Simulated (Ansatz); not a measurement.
# C2H7NSi2: up Jacob's ladder to CCSD(T)

An exercise on one series of results from a longer session: the logs are not shown, and one member is left open.

Program: Ansatz 0.2.0, Gaussian basis. Level of theory: functionals in def2-TZVPP, the program's frozen cores in correlated methods. These are calculated values, not measurements.

The runs, in order: PBE-D4, r2SCAN-D4, PBE0-D4, B3LYP-D4, ωB97X-V, ωB97M-V, B2PLYP; CCSD(T)/def2-TZVPP; MP2/def2-QZVPP; extrapolation to the limit.

## Structure used throughout

An earlier PBE0-D4 in a triple-zeta def2 set relaxation fixed the geometry.

SMILES `C1=N[SiH2]C[SiH2]1`, 12 atoms, charge 0, spin multiplicity 1.

Atoms are counted from 1 here; the program's logs count them from 0.

Bond lengths: C1–N2 1.272 Å, C1–Si5 1.913 Å, C1–H6 1.099 Å, N2–Si3 1.765 Å, Si3–C4 1.886 Å, Si3–H7 1.485 Å, Si3–H8 1.485 Å, C4–Si5 1.876 Å, C4–H9 1.092 Å, C4–H10 1.092 Å, Si5–H11 1.489 Å, Si5–H12 1.489 Å. Angles: N2–C1–Si5 118.1°, N2–C1–H6 118.3°, Si5–C1–H6 123.6°, C1–N2–Si3 115.5°, N2–Si3–C4 104.9°, N2–Si3–H7 108.5°, N2–Si3–H8 108.5°, C4–Si3–H7 112.8°, C4–Si3–H8 112.8°, H7–Si3–H8 109.1°, Si3–C4–Si5 102.6°, Si3–C4–H9 111.7°, Si3–C4–H10 111.6°, Si5–C4–H9 111.4°, Si5–C4–H10 111.4°, H9–C4–H10 108.1°, C1–Si5–C4 98.9°, C1–Si5–H11 111.1° and more.

Set-up of the first run:

File in.yaml:

```yaml
crystal:
  periodic: [false, false, false]
  atoms:
    - {symbol: C, position_ang: [-1.532253, 0.135097, 0.633931]}
    - {symbol: N, position_ang: [-0.773372, -0.265273, 1.573317]}
    - {symbol: Si, position_ang: [0.921970, -0.488294, 1.137370]}
    - {symbol: C, position_ang: [1.019529, -0.022491, -0.687415]}
    - {symbol: Si, position_ang: [-0.754591, 0.435914, -1.087575]}
    - {symbol: H, position_ang: [-2.598133, 0.288950, 0.855368]}
    - {symbol: H, position_ang: [1.750632, 0.391348, 2.001066]}
    - {symbol: H, position_ang: [1.291223, -1.904706, 1.390087]}
    - {symbol: H, position_ang: [1.363263, -0.859048, -1.298825]}
    - {symbol: H, position_ang: [1.695898, 0.818413, -0.852432]}
    - {symbol: H, position_ang: [-1.380984, -0.437286, -2.117941]}
    - {symbol: H, position_ang: [-0.926181, 1.852278, -1.512951]}
basis:
  gaussian: {orbitals: def2-TZVPP}
hamiltonian: {xc: pbe, dispersion: d4}
output: {forces: true, orbitals: {seedname: orbitals}}
```

The run is started by

```bash
$ ansatz run in.yaml --threads 4 --pin off --events-out ev --progress --plain --max-ram 10444MiB
```

Steps of the session up to this table: PBE-D4 (GGA); r2SCAN-D4 (meta-GGA); PBE0-D4 (hybrid); B3LYP-D4 (hybrid); ωB97X-V (range-separated); ωB97M-V (range-separated); B2PLYP (double hybrid); CCSD(T) in def2-TZVPP; MP2 in def2-QZVPP.

One table of the session follows, with a row left open; its other results are not shown here.

It belongs to the step «Atomisation energies». 

```
            method  atomisation energy (kcal/mol)
            PBE-D4                         1067.5
         r2SCAN-D4                         1052.4
           PBE0-D4                              ?
          B3LYP-D4                         1053.6
           ωB97X-V                         1059.6
           ωB97M-V                         1056.8
            B2PLYP                         1039.9
     HF/def2-TZVPP                          765.6
    MP2/def2-TZVPP                         1033.5
   CCSD/def2-TZVPP                         1006.3
CCSD(T)/def2-TZVPP                         1022.4
           MP2/CBS                         1062.9
       CCSD(T)/CBS                         1051.7
```

**Question.** Estimate the row for PBE0-D4.

As computed: atomisation energy (kcal/mol): 1052.7. In the column «atomisation energy (kcal/mol)» it lies between r2SCAN-D4 (1052.4) and B3LYP-D4 (1053.6).

Limits of these values: Free atoms (2 C, 1 N, 2 Si, 7 H) were run apart at each level; the atomisation energy is their sum less the molecule, without zero-point or spin-orbit terms.
